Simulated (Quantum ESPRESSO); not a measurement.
# BiTe (Fm-3m) in Quantum ESPRESSO: settings compared, part 2 of 2

Quantum ESPRESSO 7.5. The steps go on from the part before.

### Step 3. Energy-loss spectrum, PBE

File pw.in:

```
&CONTROL
  calculation = 'scf'
  prefix = 'pwscf'
  outdir = './tmp'
  pseudo_dir = './pseudo'
  tprnfor = .true.
  tstress = .true.
  disk_io = 'low'
/
&SYSTEM
  ibrav = 0
  nat = 2
  ntyp = 2
  ecutwfc = 22
  ecutrho = 180
  nbnd = 17
  occupations = 'smearing'
  smearing = 'mv'
  degauss = 0.00999582
/
&ELECTRONS
  conv_thr = 4d-10
  electron_maxstep = 120
  mixing_beta = 0.5
  diagonalization = 'paro'
/
ATOMIC_SPECIES
Bi   208.9804 bi_pbe_v1.uspp.F.UPF
Te   127.6000 te_pbe_v1.uspp.F.UPF
CELL_PARAMETERS angstrom
   0.0000000000    3.2350000000    3.2350000000
   3.2350000000    0.0000000000    3.2350000000
   3.2350000000    3.2350000000    0.0000000000
ATOMIC_POSITIONS crystal
Bi     0.0000000000    0.0000000000    0.0000000000
Te     0.5000000000    0.5000000000    0.5000000000
K_POINTS automatic
5 5 5 0 0 0
```

File scf2.in:

```
&CONTROL
  calculation = 'scf'
  prefix = 'pwscf'
  outdir = './tmp'
  pseudo_dir = './pseudo'
  tprnfor = .true.
  tstress = .true.
  disk_io = 'low'
/
&SYSTEM
  ibrav = 0
  nat = 2
  ntyp = 2
  ecutwfc = 22
  ecutrho = 180
  nbnd = 17
  occupations = 'smearing'
  smearing = 'mv'
  degauss = 0.00999582
/
&ELECTRONS
  conv_thr = 1d-11
  electron_maxstep = 120
  mixing_beta = 0.5
  diagonalization = 'paro'
  startingpot = 'file'
  startingwfc = 'file'
/
ATOMIC_SPECIES
Bi   208.9804 bi_pbe_v1.uspp.F.UPF
Te   127.6000 te_pbe_v1.uspp.F.UPF
CELL_PARAMETERS angstrom
   0.0000000000    3.2350000000    3.2350000000
   3.2350000000    0.0000000000    3.2350000000
   3.2350000000    3.2350000000    0.0000000000
ATOMIC_POSITIONS crystal
Bi     0.0000000000    0.0000000000    0.0000000000
Te     0.5000000000    0.5000000000    0.5000000000
K_POINTS automatic
5 5 5 0 0 0
```

File eels.in:

```
&LR_INPUT
  prefix = 'pwscf'
  outdir = './tmp'
  restart_step = 5000
  restart = .false.
/
&LR_CONTROL
  calculator = 'lanczos'
  approximation = 'TDDFT'
  q1 = 0
  q2 = 0
  q3 = 0.7281308207
  itermax = 600
/
```

File spectrum.in:

```
&LR_INPUT
  prefix = 'pwscf'
  outdir = './tmp'
  eels = .true.
  itermax0 = 600
  itermax = 20000
  extrapolation = 'osc'
  epsil = 0.03
  units = 1
  start = 0
  end = 40
  increment = 0.2
/
```

File spectrum_short.in:

```
&LR_INPUT
  prefix = 'pwscf'
  outdir = './tmp'
  eels = .true.
  itermax0 = 400
  itermax = 20000
  extrapolation = 'osc'
  epsil = 0.03
  units = 1
  start = 0
  end = 40
  increment = 0.2
/
```

Potentials or basis: GBRV 1.5 PBE.

Command:

```bash
> OMP_NUM_THREADS=1 pw.x -in pw.in > pw.out
> OMP_NUM_THREADS=1 pw.x -in scf2.in > scf2.out
> OMP_NUM_THREADS=1 turbo_eels.x -in eels.in > eels.out
> OMP_NUM_THREADS=1 turbo_spectrum.x -in spectrum.in > spectrum.out
> OMP_NUM_THREADS=1 turbo_spectrum.x -in spectrum_short.in > spectrum_short.out
```

pw.out:

```text
This program is part of the open-source Quantum ESPRESSO suite
     for quantum simulation of materials; please cite
[... 9 lines left out ...]
     --------------------
     sticks:   dense  smooth     PW     G-vecs:    dense   smooth      PW
     Sum         925     451    151                18643     6375    1139

     Using Slab Decomposition

     bravais-lattice index     =            0
     lattice parameter (alat)  =       8.6455  a.u.
     unit-cell volume          =     456.9298 (a.u.)^3
     number of atoms/cell      =            2
     number of atomic types    =            2
     number of electrons       =        21.00
     number of Kohn-Sham states=           17
     kinetic-energy cutoff     =      22.0000  Ry
     charge density cutoff     =     180.0000  Ry
     scf convergence threshold =      4.0E-10
     mixing beta               =       0.5000
     number of iterations used =            8  plain     mixing
     Exchange-correlation= SLA  PW   PBE  PBE
                           (   1   4   3   4   0   0   0)

[... 203 lines left out ...]
    18.5722

          k =-0.1414-0.4243 0.7071 (   796 PWs)   bands (ev):

   -14.6015 -14.5916 -14.5889 -14.5840 -14.5783  -3.0905  -2.1363   3.8518
     3.8957   6.5036   8.6040  11.6685  11.9748  12.9969  14.9325  17.3831
    17.7427

     the Fermi energy is     8.5983 ev

!    total energy              =    -211.76494051 Ry
     estimated scf accuracy    <          9.7E-11 Ry
     smearing contrib. (-TS)   =      -0.00063491 Ry
     internal energy E=F+TS    =    -211.76430561 Ry

     The total energy is F=E-TS. E is the sum of the following terms:
     one-electron contribution =     -60.48156583 Ry
     hartree contribution      =      41.67776677 Ry
     xc contribution           =     -79.04419948 Ry
     ewald contribution        =    -113.91630706 Ry

     convergence has been achieved in   8 iterations

     negative rho (up, down):  4.394E-02 0.000E+00

     Forces acting on atoms (cartesian axes, Ry/au):

     atom    1 type  1   force =     0.00000000    0.00000000    0.00000000
     atom    2 type  2   force =     0.00000000   -0.00000000    0.00000000

     Total force =     0.000000     Total SCF correction =     0.000000

     Computing stress (Cartesian axis) and pressure

     negative rho (up, down):  4.394E-02 0.000E+00
          total   stress  (Ry/bohr**3)                   (kbar)     P=      -16.79
  -0.00011412   0.00000000   0.00000000          -16.79        0.00        0.00
   0.00000000  -0.00011412   0.00000000            0.00      -16.79        0.00
   0.00000000   0.00000000  -0.00011412            0.00        0.00      -16.79

=------------------------------------------------------------------------------=
   JOB DONE.
=------------------------------------------------------------------------------=
```

Wall time 3.4 min (1 thread of Arm Neoverse V1, shared host); peak memory 0.12 GiB.

The run converged, but some of its settings lie outside the range that counts as converged (typed here: ecut_scale = 0.5; diagonalization = paro), so its numbers aren't taken as properties of the crystal.

Results:

| Quantity | Value |
| --- | --- |
| Free energy | -2881.2088 eV |
| Pressure | -1.7 GPa |
| Band gap on the k mesh | none (metal or under the smearing width) |
| Peak of the energy-loss function | 20.0 eV |

Caveat: the k mesh is coarse; the cutoff lies well under what these potentials need, so the values aren't converged; spin-orbit coupling is left out, which moves the levels of the heavy elements.
